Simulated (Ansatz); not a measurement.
# Ag2Ir: the cost of one run

Method: DFT PBE, scalar-relativistic, plane waves, PAW, in Ansatz 0.2.0.

## 1. The structure to begin with

It takes space group R-3m (No. 166, trigonal). Conventional cell: a = 3.463 Å, b = 3.463 Å, c = 15.690 Å, α = 90.00°, β = 90.00°, γ = 120.00°. Ag (site symmetry 3m) is surrounded by 3 Ir at 2.39 Å. Ir (site symmetry -3m) is surrounded by 6 Ag at 2.39 Å.

Structure file:

```xyz
3
Lattice="1.7316 0.9997 5.2299 -1.7316 0.9997 5.2299 0.0000 -1.9995 5.2299" Properties=species:S:1:pos:R:3 pbc="T T T"
Ag    0.0000    0.0000   11.7673
Ag    0.0000    0.0000    3.9224
Ir    0.0000    0.0000    0.0000
```

(A quick probe on a coarse mesh, which set the mesh and smearing, is not shown.)

## 3. A loose first relaxation

Input file input.yaml:

```yaml
crystal:
  lattice:
    - [1.7316102747, 0.9997456582, 5.2299059977]
    - [-1.7316102747, 0.9997456582, 5.2299059977]
    - [0.0, -1.9994913164, 5.2299059977]
  atoms:
    - { symbol: Ag, position: [0.75, 0.75, 0.75] }
    - { symbol: Ag, position: [0.25, 0.25, 0.25] }
    - { symbol: Ir, position: [0.0, 0.0, 0.0] }
basis:
  ecutwfc: 420
kpoints:
  mp_grid: { grid: [6, 6, 6] }
hamiltonian:
  xc: pbe
scf:
  occupations: { method: gaussian, width: 0.1 }
  lower_state_search: "off"
output:
  forces: true
  stress: true
  eigenvalues: true
relax:
  adjacent_minimum: "off"
  f_tol: 0.04
  max_steps: 70
  cell: { stress_tol: 0.4 }
```

Command:

```bash
> ansatz run input.yaml --threads 1 --pin off --max-ram 2560MiB --backend cpu --events-out ev --progress --plain --runs-dir out
```

What time and memory should one allow on 1 thread of Arm Neoverse V1, shared host?

About 58 s, with a peak of 0.36 GiB.
